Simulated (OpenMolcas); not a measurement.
# GaHClO (SMILES [O][GaH][Cl]): levels of theory compared

Aim: a comparison of 6 runs (UHF/3-21G, UB3LYP/6-31G*, UM06-L/def2-SVPD, UTPSS/def2-SVPD, ROMP2/def2-SVPD) of GaHClO. 

Program for the calculation: OpenMolcas 26.06.

## 1. The molecule

GaHClO has 4 atoms, charge 0, and is taken as a doublet. As SMILES, `[O][GaH][Cl]`. The shape is that of a PBE0-D4/def2-TZVP optimisation.

Bond lengths: O1–Ga2 1.796 Å, Ga2–Cl3 2.128 Å, Ga2–H4 1.543 Å. Angles: O1–Ga2–Cl3 112.7°, O1–Ga2–H4 122.7°, Cl3–Ga2–H4 124.6°.

## 2. Energy and forces at UHF/3-21G (run 1)

run.input

```
&GATEWAY
 BasLib=$CurrDir
 Coord
 4
 angstrom
 O       -1.739800      -0.117700      -0.212200
 Ga       0.030900       0.144300      -0.061200
 Cl       1.050700      -1.557300       0.708800
 H        0.713700       1.470500      -0.455700
 Basis=3-21G
 Group=NoSym

&SEWARD

&SCF
 UHF
 Spin=2
 Thresholds=1e-10 1e-07 1e-07 1e-05
 PrOrbitals=1 2

&ALASKA
```

The basis set 3-21G is read from a file made from the Basis Set Exchange's data (not shown).

On the command line:

```bash
export MOLCAS_MEM=1860
pymolcas run.input > run.log
```

The program printed:

```text
--- Start Module: gateway ---
[...]
--- Stop Module: gateway /rc=_RC_ALL_IS_WELL_ ---
[...]
      Basis functions           46
[...]
--- Start Module: scf ---
[...]
       Convergence after  61 Iterations
[...]
::    Total SCF energy                              -2446.2178362955
[...]
      Total spin, S                                     0.5032161536
[...]
      Total electronic charge=   57.000000
      Total            charge=   -0.000000
[...]
      Dipole Moment (debye):
      Origin of the operator (angstrom)=    0.0973   -0.3715    0.1383
                   X=  7.0778E-01               Y=  2.6362E+00               Z= -8.7146E-01           Total=  2.8653E+00
      Quadrupole Moment (debye*angstrom):
[...]
--- Stop Module: scf /rc=_RC_ALL_IS_WELL_ ---
[...]
--- Start Module: alaska ---
[...]
 *              Molecular gradients               *
 **************************************************
  Irreducible representation: a
 ------------------------------------------------------------------------------------------
                              X                       Y                       Z
 ------------------------------------------------------------------------------------------
  O1               -1.07746737325698E-02   -2.70993064368330E-03   -5.17946451729312E-04
  GA2               2.80991733427083E-02   -2.08039924330201E-02    1.16316265519956E-02
  CL3              -1.62656142180388E-02    2.44583584915503E-02   -1.13012665415280E-02
  H4               -1.05888539207166E-03   -9.44435414833578E-04    1.87586441247056E-04
 ------------------------------------------------------------------------------------------
--- Stop Module: alaska /rc=_RC_ALL_IS_WELL_ ---
[...]
```

Wall time 5.7 s (1 thread of Arm Neoverse V1, shared host); peak memory 0.38 GiB.

## 3. Energy and gradient at UB3LYP/6-31G(d) (spherical functions) (run 2)

calc.inp

```
* ClGaHO Kohn-Sham DFT
&GATEWAY
BasLib = $CurrDir
Coord
4
angstrom
O       -1.739800      -0.117700      -0.212200
Ga       0.030900       0.144300      -0.061200
Cl       1.050700      -1.557300       0.708800
H        0.713700       1.470500      -0.455700
Basis = 6-31Gs
Group = NoSym
&SEWARD
GridInput
Grid=UltraFine
End of Grid
&SCF
UHF
Spin = 2
KSDFT = B3LYP
Thresholds = 1e-10 1e-07 1e-07 1e-05
PrOrbitals = 1 2
&ALASKA
```

The basis set 6-31G* is read from a file made from the Basis Set Exchange's data (not shown).

On the command line:

```bash
export MOLCAS_MEM=1860
pymolcas calc.inp > calc.log
```

The program printed:

```text
--- Start Module: gateway ---
[...]
--- Stop Module: gateway /rc=_RC_ALL_IS_WELL_ ---
[...]
      Basis functions           66
[...]
--- Start Module: scf ---
[...]
       Convergence after  23 Iterations
[...]
::    Total KS-DFT energy                           -2460.6271086625
[...]
      Total spin, S                                     0.5022022103
[...]
      Total electronic charge=   57.000000
      Total            charge=   -0.000000
[...]
      Dipole Moment (debye):
      Origin of the operator (angstrom)=    0.0973   -0.3715    0.1383
                   X=  1.0278E+00               Y=  1.6864E+00               Z= -4.7733E-01           Total=  2.0318E+00
      Quadrupole Moment (debye*angstrom):
[...]
--- Stop Module: scf /rc=_RC_ALL_IS_WELL_ ---
[...]
--- Start Module: alaska ---
[...]
 *              Molecular gradients               *
 **************************************************
  Irreducible representation: a
 ------------------------------------------------------------------------------------------
                              X                       Y                       Z
 ------------------------------------------------------------------------------------------
  O1                8.38086886702172E-03    8.26544220123626E-04    8.58010812231580E-04
  GA2              -1.89968320255485E-03   -5.22789957369696E-03    1.68864779337774E-03
  CL3              -4.90038262205772E-03    7.43183995714602E-03   -3.43332822470721E-03
  H4               -1.58080304238606E-03   -3.03048460353939E-03    8.86669619110991E-04
 ------------------------------------------------------------------------------------------
--- Stop Module: alaska /rc=_RC_ALL_IS_WELL_ ---
[...]
```

Wall time 27 s (1 thread of Arm Neoverse V1, shared host); peak memory 0.41 GiB.

## 4. Energy and gradient at UB3LYP/6-31G(d) (Cartesian functions) (run 3)

calc.inp

```
* ClGaHO Kohn-Sham DFT
>>> EXPORT MOLCAS_PRINT=2

&GATEWAY
 BasLib = $CurrDir
 Coord
 4
 angstrom
 O       -1.739800      -0.117700      -0.212200
 Ga       0.030900       0.144300      -0.061200
 Cl       1.050700      -1.557300       0.708800
 H        0.713700       1.470500      -0.455700
 Basis = 6-31Gs
 Group = NoSym

&SEWARD
 GridInput
 Grid=UltraFine
 End of Grid

&SCF
 UHF
 Spin = 2
 KSDFT = B3LYP
 Thresholds = 1e-10 1e-07 1e-07 1e-05
 PrOrbitals = 1 2

&ALASKA
```

The basis set 6-31G* is read from a file made from the Basis Set Exchange's data (not shown).

On the command line:

```bash
export MOLCAS_MEM=1860
pymolcas calc.inp > calc.log
```

The program printed:

```text
--- Start Module: gateway ---
[...]
--- Stop Module: gateway /rc=_RC_ALL_IS_WELL_ ---
[...]
      Basis functions           71
[...]
--- Start Module: scf ---
[...]
       Convergence after  23 Iterations
[...]
::    Total KS-DFT energy                           -2460.6374420190
[...]
      Total spin, S                                     0.5021873025
[...]
      Total electronic charge=   57.000000
      Total            charge=   -0.000000
[...]
      Dipole Moment (debye):
      Origin of the operator (angstrom)=    0.0973   -0.3715    0.1383
                   X=  1.0101E+00               Y=  1.6830E+00               Z= -4.7851E-01           Total=  2.0204E+00
      Quadrupole Moment (debye*angstrom):
[...]
--- Stop Module: scf /rc=_RC_ALL_IS_WELL_ ---
[...]
--- Start Module: alaska ---
[...]
 *              Molecular gradients               *
 **************************************************
  Irreducible representation: a
 ------------------------------------------------------------------------------------------
                              X                       Y                       Z
 ------------------------------------------------------------------------------------------
  O1                6.18431444687673E-03    3.65028042364823E-04    7.21081712370175E-04
  GA2              -4.80453565770755E-04   -5.63667396399836E-03    2.03861710472530E-03
  CL3              -4.79921491373148E-03    7.10146574317605E-03   -3.29734962663863E-03
  H4               -9.04645967386930E-04   -1.82981982148966E-03    5.37650809556256E-04
 ------------------------------------------------------------------------------------------
--- Stop Module: alaska /rc=_RC_ALL_IS_WELL_ ---
[...]
```

It took 30 s on 1 thread of Arm Neoverse V1, shared host; peak memory 0.42 GiB.

Runs 4 to 5 aren't shown in full; the table further down has their settings and results.

## 5. A single-point energy at ROMP2/def2-SVPD (run 6)

calc.input

```
* ClGaHO ROMP2
&GATEWAY
BasLib = $CurrDir
Coord
4
angstrom
O       -1.739800      -0.117700      -0.212200
Ga       0.030900       0.144300      -0.061200
Cl       1.050700      -1.557300       0.708800
H        0.713700       1.470500      -0.455700
Basis = def2-SVPD
Group = NoSym
&SEWARD
&SCF
UHF
Spin = 2
Thresholds = 1e-10 1e-07 1e-07 1e-05
PrOrbitals = 0
&RASSCF
FileOrb = $Project.UnaOrb
Spin = 2
Nactel = 1 0 0
Inactive = 28
Ras2 = 1
OutOrbitals = Canonical
OrbListing = Few
&CASPT2
IPEA = 0.0
Frozen = 15
```

The basis set def2-SVPD is read from a file made from the Basis Set Exchange's data (not shown).

On the command line:

```bash
export MOLCAS_MEM=1860
pymolcas calc.input > calc.log
```

The program printed:

```text
--- Start Module: gateway ---
[...]
--- Stop Module: gateway /rc=_RC_ALL_IS_WELL_ ---
[...]
      Basis functions           96
[...]
       Convergence after  51 Iterations
[...]
::    Total SCF energy                              -2457.7822370855
[...]
      Total spin, S                                     0.5047850300
[...]
--- Start Module: rasscf ---
[...]
      Number of active orbitals                  1
[...]
      Spin quantum number                      0.5
[...]
      Active orbitals                            1
[...]
      Number of CSFs                             1
[...]
      Number of root(s) required                 1
[...]
      Convergence after  7 iterations
[...]
      printout of CI-coefficients larger than  0.05 for root  1
      energy=   -2457.777874
      conf/sym  1     Coeff  Weight
             1  u   1.00000 1.00000
      Natural orbitals and occupation numbers for root  1
      sym 1:   1.000000
      ************************************************************************************************************************
      *                                                    Final results                                                     *
[...]
::    RASSCF root number  1 Total energy:  -2457.77787411
[...]
      Total electronic charge=   57.000000
      Total            charge=   -0.000000
[...]
      Dipole Moment (debye):
      Origin of the operator (angstrom)=    0.0973   -0.3715    0.1383
                   X=  1.2531E+00               Y=  1.8730E+00               Z= -5.1412E-01           Total=  2.3115E+00
      Quadrupole Moment (debye*angstrom):
[...]
--- Stop Module: rasscf /rc=_RC_ALL_IS_WELL_ ---
[...]
--- Start Module: caspt2 ---
[...]
 ###    WARNING: User changed nr of frozen orbitals.                         ###
 ###############################################################################
[...]
      E2 (Variational):          -0.5142597673
      Total energy:           -2458.2921338733
[...]
      Reference weight:           0.86283
[...]
::    CASPT2 Root  1     Total energy:  -2458.29213387
[...]
--- Stop Module: caspt2 /rc=_RC_ALL_IS_WELL_ ---
[...]
```

Wall time 30 s (1 thread of Arm Neoverse V1, shared host); peak memory 0.53 GiB.

## 6. The series

```tsv
run	level	integration grid	Cartesian functions	energy (Eh)	dipole moment (D)	HOMO energy (eV)	LUMO energy (eV)	wall time
1	UHF/3-21G	–	no	-2446.217836	2.87	-12.31	1.27	5.7 s
2	UB3LYP/6-31G* (spherical functions)	UltraFine	no	-2460.627109	2.03	-8.63	-4.80	27 s
3	UB3LYP/6-31G* (Cartesian functions)	UltraFine	yes	-2460.637442	2.02	-8.63	-4.80	30 s
4	UM06-L/def2-SVPD	UltraFine	no	-2460.373790	2.17	-7.69	-5.45	55 s
5	UTPSS/def2-SVPD	UltraFine	no	-2460.459818	2.01	-7.70	-6.08	57 s
6	ROMP2/def2-SVPD	–	no	-2458.292134	–	–	–	30 s
```

## 7. Results

| quantity | value |
| --- | --- |
| run 6: total energy | -2458.29213 Eh |

Over runs 1, 2, 3, 4, 5 the dipole moment (its size) runs from 2.01 D (UTPSS/def2-SVPD) to 2.87 D (UHF/3-21G). The two ends differ in method and basis. Totals of different functionals can't be ranked against each other. All runs together took 3.4 min, the longest 57 s.
